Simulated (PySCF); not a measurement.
# C3H8BN: electronic excitations and core binding energies

What electronic excitations and core binding energies should C3H8BN (`NBC1CC1`) show?

Programs: PySCF 2.14.0, with density-fitted response routines of our own. Each step states its level of theory. These are calculated values for one molecule in the gas phase, unless marked as measured. Atoms are numbered from 0 throughout.

## Step 1: Starting geometry

13 atoms, charge 0, multiplicity 1; geometry from: GFN2-xTB.

Bonds of the start (Å): N0–B1 1.38, B1–C2 1.56, C2–C3 1.51, C3–C4 1.49, C4–C2 1.51, N0–H5 1.01, N0–H6 1.01, B1–H7 1.17, C2–H8 1.09, C3–H9 1.08, C3–H10 1.08, C4–H11 1.08, C4–H12 1.08.

## Step 2: Excited states and response: wB97X-D/def2-SVPD

Job settings and geometry (Å):

```
{"job": {"kind": "uv", "xc": "wB97X-D", "basis": "def2-SVPD", "nstates": 8, "ntriplets": 3}, "charge": 0, "multiplicity": 1}
N      2.318300    -0.102822     0.140329
B      1.022816     0.121870     0.571403
C     -0.169015    -0.124830    -0.407835
C     -1.490660    -0.651770     0.106171
C     -1.397431     0.756574    -0.360957
H      3.134998     0.032187     0.711577
H      2.543144    -0.422065    -0.787515
H      0.850292     0.495120     1.670208
H      0.083168    -0.471802    -1.406602
H     -1.580875    -0.833242     1.166405
H     -2.027040    -1.364321    -0.503386
H     -1.867123     1.023701    -1.296467
H     -1.424962     1.541887     0.378941
```

Method: TDDFT wB97X-D/def2-SVPD, vertical, gas phase, core orbitals frozen in the response.

On the command line:

```
$ OMP_NUM_THREADS=1 python probes_run.py task.json out
```

One launch serves the whole session: the jobs run in the order shown.

**Question.** This job is followed by: delta-SCF UKS SCAN, pcX-2 on the ionised atom, pcseg-1 elsewhere, spin-free X2C. Predict these results of the whole session: lowest singlet (wB97X-D/def2-SVPD); brightest single state of those computed; lowest triplet; C1s binding energies, SCAN/pcX-2; N1s binding energies, SCAN/pcX-2; B1s binding energies, SCAN/pcX-2.

As calculated:

| quantity | value |
| --- | --- |
| lowest singlet (wB97X-D/def2-SVPD) | 7.52 eV (165 nm), f = 0.010 |
| brightest single state of those computed | state 3, 7.76 eV, f = 0.352 |
| lowest triplet | 6.49 eV |
| C1s binding energies, SCAN/pcX-2 | C3 290.29, C2 289.80 eV |
| N1s binding energies, SCAN/pcX-2 | N0 405.02 eV |
| B1s binding energies, SCAN/pcX-2 | B1 195.07 eV |

The lowest singlet, at 7.52 eV, is HOMO→LUMO 0.34, HOMO−1→LUMO+1 0.34 and is weak; of the 8 states computed, the strongest absorption comes from state 3 at 7.76 eV. The lowest triplet lies 1.03 eV below the lowest singlet (triplets in Tamm-Dancoff, singlets in full TDDFT). The C1s levels kept as sound span 0.49 eV, from C2 (three-membered-ring carbon) up to C3 (three-membered-ring carbon).
